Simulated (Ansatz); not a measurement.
# AlH₆NSSi, SMILES [NH2][AlH][SiH2]S: harmonic frequencies at the relaxed geometry

Computed with the Ansatz DFT code, driven from Python.

The script reads `alh6nssi.xyz`:
```text
10

N    -0.98530    1.98140    0.49630
Al    0.57130    1.00790    0.31460
Si    0.43460   -1.34190    0.20360
S    -0.65830   -1.91680   -1.46710
H    -1.50850    1.68460    1.33380
H    -1.64310    1.77500   -0.32190
H     2.01250    1.75560    0.23010
H     1.86190   -1.87510    0.06230
H    -0.13590   -1.83940    1.49660
H     0.13390   -1.28250   -2.34530
```

`run_freq.py`
```python
import itertools

import ansatz as az
from ase.data import atomic_numbers, covalent_radii
import numpy as np

molecule = az.Crystal.molecule_from_extxyz("alh6nssi.xyz")

calc = molecule.calculation().basis(gaussian="6-31G*").functional("B3LYP")
symbols = [site.symbol for site in molecule.cartesian_sites]
start = np.array([site.position_ang for site in molecule.cartesian_sites], dtype=float)
def progress(event):
    if event["event"] == "relax_step":
        row = event["data"]
        print(f"step {row['step']:3d}  E = {row['lagrangian_ev']:.6f} eV  largest force component {row['allowed_force_max_ev_ang']:.4f} eV/A")


r = calc.relax(force_tolerance=0.003, max_steps=100).session().plan().execute(on_event=progress).report
end = np.array(r["positions_ang"])

radius = [covalent_radii[atomic_numbers[s]] for s in symbols]
span = lambda where, i, j: np.linalg.norm(where[i] - where[j])
bonded = [(i, j) for i, j in itertools.combinations(range(len(symbols)), 2) if min(span(start, i, j), span(end, i, j)) < 1.2 * (radius[i] + radius[j])]
print("pair        before    after (A)")
for i, j in bonded:
    print(f"{symbols[i]}{i}-{symbols[j]}{j}".ljust(10), f"{span(start, i, j):8.4f} {span(end, i, j):8.4f}")

minimum = az.Crystal.molecule()
for symbol, place in zip(symbols, end):
    minimum = minimum.atom(symbol, place.tolist())
vibrating = (
    minimum.calculation()
    .basis(gaussian="6-31G*")
    .functional("B3LYP")
    .phonons(temperatures=(298.15, 498.15, 100))
)
vib = vibrating.run(threads=1, backend="cpu").report["vibrations"]
sums = vib["harmonic_sums"]
modes = [m["omega_inv_cm"] for m in sums["modes_at_gamma"] if m["rigid_motion"] == "no"]
print("frequencies (1/cm):", " ".join(f"{w:.0f}" for w in modes))
print("imaginary modes:", sum(w < 0 for w in modes), " zero-point energy:", round(sums["zero_point_energy_ev"], 4), "eV")
print("T (K)   F_vib (eV)   S_vib (meV/K)   C_vib (meV/K)")
for row in zip(sums["temperatures_k"], sums["vibrational_free_energy_ev"], vib["entropy_ev_per_k"], vib["heat_capacity_ev_per_k"]):
    print(f"{row[0]:6.1f} {row[1]:11.4f} {1000 * row[2]:13.4f} {1000 * row[3]:15.4f}")
```

Output of `python run_freq.py`:
```text
step   1  E = -26898.363287 eV  largest force component 2.0624 eV/A
step   2  E = -26898.697104 eV  largest force component 0.6173 eV/A
step   3  E = -26898.725851 eV  largest force component 0.4430 eV/A
step   4  E = -26898.756584 eV  largest force component 0.3472 eV/A
step   5  E = -26898.793676 eV  largest force component 1.1287 eV/A
step   6  E = -26898.865244 eV  largest force component 1.4308 eV/A
step   7  E = -26898.982545 eV  largest force component 0.9234 eV/A
step   8  E = -26899.078893 eV  largest force component 1.0063 eV/A
step   9  E = -26899.153162 eV  largest force component 1.1447 eV/A
step  10  E = -26899.236917 eV  largest force component 0.2878 eV/A
[... 27 cycles left out ...]
step  38  E = -26899.295302 eV  largest force component 0.1568 eV/A
step  39  E = -26899.297037 eV  largest force component 0.0354 eV/A
step  40  E = -26899.297395 eV  largest force component 0.0304 eV/A
step  41  E = -26899.297572 eV  largest force component 0.0222 eV/A
step  42  E = -26899.297572 eV  largest force component 0.0151 eV/A
step  43  E = -26899.297596 eV  largest force component 0.0123 eV/A
step  44  E = -26899.297599 eV  largest force component 0.0084 eV/A
step  45  E = -26899.297598 eV  largest force component 0.0078 eV/A
step  46  E = -26899.297601 eV  largest force component 0.0032 eV/A
step  47  E = -26899.297601 eV  largest force component 0.0007 eV/A
pair        before    after (A)
N0-Al1       1.8449   1.7796
N0-H4        1.0311   1.0136
N0-H5        1.0699   1.0134
Al1-Si2      2.3564   2.4628
Al1-H6       1.6258   1.5888
Si2-S3       2.0775   2.1914
Si2-H7       1.5302   1.4943
Si2-H8       1.4983   1.4915
S3-H9        1.3421   1.3517
frequencies (1/cm): 51 64 168 206 300 362 427 462 486 541 552 627 743 772 817 858 938 1607 1930 2199 2223 2671 3562 3653
imaginary modes: 0  zero-point energy: 1.6252 eV
T (K)   F_vib (eV)   S_vib (meV/K)   C_vib (meV/K)
 298.1      1.4963        0.9113          0.9256
 398.1      1.3901        1.2065          1.1133
 498.1      1.2560        1.4712          1.2475
```

Caveats:
- Total energies depend on the basis set; only differences at equal settings carry meaning.
- The frequencies are harmonic and unscaled, in a modest basis.
- b3lyp holds the VWN-RPA fit, as in Gaussian; the form of ORCA and Turbomole is b3lyp5.
- Wall time of the script: 6.8 min on 1 thread of Arm Neoverse V1, on a shared host, peak memory 0.25 GiB.
